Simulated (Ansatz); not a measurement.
**One shape, several levels: doublet C2H8OSn+**

Wanted: a comparison of 5 runs (UHF/STO-3G, U-revPBE/def2-SVP, UPBE/def2-SVP, UPBE0/def2-SVP, USVWN5/def2-SVP) of doublet C2H8OSn+. 

The results are computed with Ansatz 0.2.0.

26 further runs of the same task are left out: 26 set aside as unsound or not needed. Runs told in other sessions of the task aren't counted.

## 1. Starting point

C2H8OSn+ has 12 atoms, charge +1, and is taken as a doublet. As SMILES of the parent species, `[CH3][SnH]([CH3])[OH]`. The shape is that of a PBE0-D4/def2-TZVP optimisation. This is one conformer, not always the lowest. That shape belongs to the parent species and isn't relaxed for this state.

Bond lengths: C1–Sn2 2.127 Å, Sn2–C3 2.137 Å, Sn2–O4 1.979 Å, C1–H5 1.090 Å, C1–H6 1.091 Å, C1–H7 1.090 Å, Sn2–H8 1.719 Å, C3–H9 1.091 Å, C3–H10 1.090 Å, C3–H11 1.090 Å, O4–H12 0.959 Å. Some angles: C1–Sn2–C3 113.4°, C1–Sn2–O4 102.6°, C3–Sn2–O4 107.5°, C1–Sn2–H8 113.5°, C3–Sn2–H8 111.6°, O4–Sn2–H8 107.5°, Sn2–C1–H5 109.7°, Sn2–C1–H6 110.8°, Sn2–C1–H7 109.2°, Sn2–C3–H9 110.5°.

## 2. A single-point energy at UHF/STO-3G (run 1)

The input, input.yaml:

```yaml
basis:
  gaussian:
    orbitals: STO-3G
crystal:
  periodic: [false, false, false]
  atoms:
    - symbol: C
      position_ang: [-0.737300, 1.161600, -1.330200]
    - symbol: Sn
      position_ang: [-0.473900, -0.166600, 0.310700]
    - symbol: C
      position_ang: [1.517400, -0.173800, 1.086500]
    - symbol: O
      position_ang: [-0.798900, -1.938100, -0.509600]
    - symbol: H
      position_ang: [-1.759600, 1.088500, -1.700500]
    - symbol: H
      position_ang: [-0.537700, 2.191200, -1.031000]
    - symbol: H
      position_ang: [-0.050000, 0.883400, -2.129700]
    - symbol: H
      position_ang: [-1.637800, 0.046600, 1.558200]
    - symbol: H
      position_ang: [1.775800, 0.808400, 1.485200]
    - symbol: H
      position_ang: [1.607000, -0.911900, 1.883800]
    - symbol: H
      position_ang: [2.214500, -0.428400, 0.287800]
    - symbol: H
      position_ang: [-1.042500, -2.616300, 0.122900]
total_charge: 1
magnetization:
  spin_polarized: true
  initial_magnetization: 1
hamiltonian:
  xc: hf
accuracy: high
output: {orbitals: {seedname: orbitals}}
```

Run with:

```sh
$ ansatz run input.yaml --threads 1 --pin off --max-ram 2610MiB --events-out events.jsonl --progress --plain --runs-dir runs
```

Log:

```text
Warning: RAYON_NUM_THREADS=1 ignored (pool sized by the plan → 1); use --threads N
Functional definition: HF
  name "HF"
  exchange = exact_x
  correlation = 0
1042 factors; integrals over basis functions are off by at most 4.1e-9 eV
mean field evaluation 1: about -166430.6818 eV, gradient 2.1e1 eV
mean field evaluation 2: about -166430.8021 eV, gradient 2.1e1 eV
mean field evaluation 4: about -166435.2009 eV, gradient 4.3e0 eV
mean field evaluation 8: about -166436.9481 eV, gradient 2.7e0 eV
mean field evaluation 16: about -166437.0691 eV, gradient 6.0e-5 eV
mean field evaluation 32: about -166435.9523 eV, gradient 3.6e0 eV
mean field evaluation 64: about -166435.0870 eV, gradient 4.4e0 eV
mean field -166437.06909670 eV, -6116.4494742063 hartree, gradient 3.1e-8 eV, S^2 0.755672; 2 other end points of the search recorded, 0 dependent functions left out
reference -166437.06909670 eV, -6116.4494742063 hartree; 39, 38 occupied and 11, 12 virtual orbitals, 1042 factors
Total energy: -166437.06909670 eV, -6116.4494742063 hartree
```

Run time: 3.6 s. Hardware: 1 thread of Arm Neoverse V1, shared host; peak memory 0.18 GiB.

## 3. The energy at U-revPBE/def2-SVP (core potential) (run 2)

input.yaml, as its differences from that of step 2:

```diff
@@ -1,4 +1,3 @@
 basis:
-  gaussian:
-    orbitals: STO-3G
+  gaussian: {orbitals: def2-SVP}
 crystal:
@@ -31,7 +30,4 @@
 total_charge: 1
-magnetization:
-  spin_polarized: true
-  initial_magnetization: 1
-hamiltonian:
-  xc: hf
+magnetization: {spin_polarized: true, initial_magnetization: 1}
+hamiltonian: {xc: {name: revPBE}}
 accuracy: high
```

Run with:

```sh
$ ansatz run input.yaml --threads 1 --pin off --max-ram 2610MiB --events-out events.jsonl --progress --plain --runs-dir runs
```

Log:

```text
Warning: RAYON_NUM_THREADS=1 ignored (pool sized by the plan → 1); use --threads N
Functional definition: revPBE
  name "revPBE"
  parameter kappa = 1.245
  parameter beta = 0.06672455060314922
  exchange = pbe_x(kappa = kappa, mu = beta*pi^2/3)
  correlation = pbe_c(beta = beta)
2661 factors; integrals over basis functions are off by at most 9.5e-9 eV
mean field evaluation 1: about -10037.7855 eV, gradient 8.3e1 eV
mean field evaluation 2: about -9861.9237 eV, gradient 1.7e2 eV
mean field evaluation 4: about -10064.9685 eV, gradient 3.3e1 eV
mean field evaluation 8: about -10070.4714 eV, gradient 3.0e0 eV
mean field evaluation 16: about -10070.5185 eV, gradient 8.7e-3 eV
mean field evaluation 32: about -10068.6542 eV, gradient 1.3e1 eV
mean field -10070.51853606 eV, -370.0847301577 hartree, gradient 8.4e-9 eV, S^2 0.753665; 5 other end points of the search recorded, 0 dependent functions left out
reference -10070.51854130 eV, -370.0847303500 hartree; 25, 24 occupied and 83, 84 virtual orbitals, 2661 factors
Total energy: -10070.51854130 eV, -370.0847303500 hartree
```

Run time: 26 s. Hardware: 1 thread of Arm Neoverse V1, shared host; peak memory 0.43 GiB.

Runs 3 to 4 aren't shown in full; the table further down has their settings and results.

## 4. A single-point energy at USVWN5/def2-SVP (core potential) (run 5)

The input, job.yaml:

```yaml
crystal:
  periodic: [false, false, false]
  atoms:
    - {symbol: C, position_ang: [-0.737300, 1.161600, -1.330200]}
    - {symbol: Sn, position_ang: [-0.473900, -0.166600, 0.310700]}
    - {symbol: C, position_ang: [1.517400, -0.173800, 1.086500]}
    - {symbol: O, position_ang: [-0.798900, -1.938100, -0.509600]}
    - {symbol: H, position_ang: [-1.759600, 1.088500, -1.700500]}
    - {symbol: H, position_ang: [-0.537700, 2.191200, -1.031000]}
    - {symbol: H, position_ang: [-0.050000, 0.883400, -2.129700]}
    - {symbol: H, position_ang: [-1.637800, 0.046600, 1.558200]}
    - {symbol: H, position_ang: [1.775800, 0.808400, 1.485200]}
    - {symbol: H, position_ang: [1.607000, -0.911900, 1.883800]}
    - {symbol: H, position_ang: [2.214500, -0.428400, 0.287800]}
    - {symbol: H, position_ang: [-1.042500, -2.616300, 0.122900]}
basis:
  gaussian: {orbitals: def2-SVP}
total_charge: 1
magnetization: {spin_polarized: true, initial_magnetization: 1}
hamiltonian: {xc: {name: SVWN5}}
accuracy: high
output: {orbitals: {seedname: orbitals}}
```

Run with:

```sh
$ ansatz run job.yaml --threads 1 --pin off --max-ram 2610MiB --events-out events.jsonl --progress --plain --runs-dir runs
```

Log:

```text
Warning: RAYON_NUM_THREADS=1 ignored (pool sized by the plan → 1); use --threads N
Functional definition: SVWN5
  name "SVWN5"
  exchange = slater_x
  correlation = vwn5_c
2661 factors; integrals over basis functions are off by at most 9.5e-9 eV
mean field evaluation 1: about -9990.1942 eV, gradient 8.6e1 eV
mean field evaluation 2: about -9804.5487 eV, gradient 1.7e2 eV
mean field evaluation 4: about -10019.9027 eV, gradient 3.3e1 eV
mean field evaluation 8: about -10025.2340 eV, gradient 3.9e0 eV
mean field evaluation 16: about -10025.3266 eV, gradient 1.9e-2 eV
mean field evaluation 32: about -10024.6001 eV, gradient 6.9e0 eV
mean field -10025.32663879 eV, -368.4239585650 hartree, gradient 9.1e-8 eV, S^2 0.752154; 5 other end points of the search recorded, 0 dependent functions left out
reference -10025.32664285 eV, -368.4239587143 hartree; 25, 24 occupied and 83, 84 virtual orbitals, 2661 factors
Total energy: -10025.32664285 eV, -368.4239587143 hartree
```

Run time: 14 s. Hardware: 1 thread of Arm Neoverse V1, shared host; peak memory 0.39 GiB.

## 5. The series

| run | level | core potential | energy (Eh) | HOMO energy (eV) | LUMO energy (eV) | ⟨S²⟩ | wall time |
| --- | --- | --- | --- | --- | --- | --- | --- |
| 1 | UHF/STO-3G | none | -6116.449474 | -14.51 | -2.25 | 0.756 | 3.6 s |
| 2 | U-revPBE/def2-SVP (core potential) | def2-SVP | -370.084730 | -12.45 | -12.06 | 0.754 | 26 s |
| 3 | UPBE/def2-SVP (core potential) | def2-SVP | -369.881078 | -12.49 | -12.12 | 0.753 | 26 s |
| 4 | UPBE0/def2-SVP (core potential) | def2-SVP | -369.899203 | -13.56 | -11.53 | 0.761 | 41 s |
| 5 | USVWN5/def2-SVP (core potential) | def2-SVP | -368.423959 | -12.59 | -12.36 | 0.752 | 14 s |

## 6. Results

```
                                 quantity          value
                      run 5: total energy  -368.42396 Eh
run 5: HOMO energy (highest over α and β)      -12.59 eV
 run 5: LUMO energy (lowest over α and β)      -12.36 eV
                              run 5: ⟨S²⟩          0.752
```

In words: Totals of different functionals can't be ranked against each other. Some runs of one species differ in core potentials or relativity; totals across that change don't compare. In run 1 the basis is minimal, so the values are rough. In run 1 relativity is left out where basis or elements ask for it. All runs together took 1.8 min, the longest 41 s.
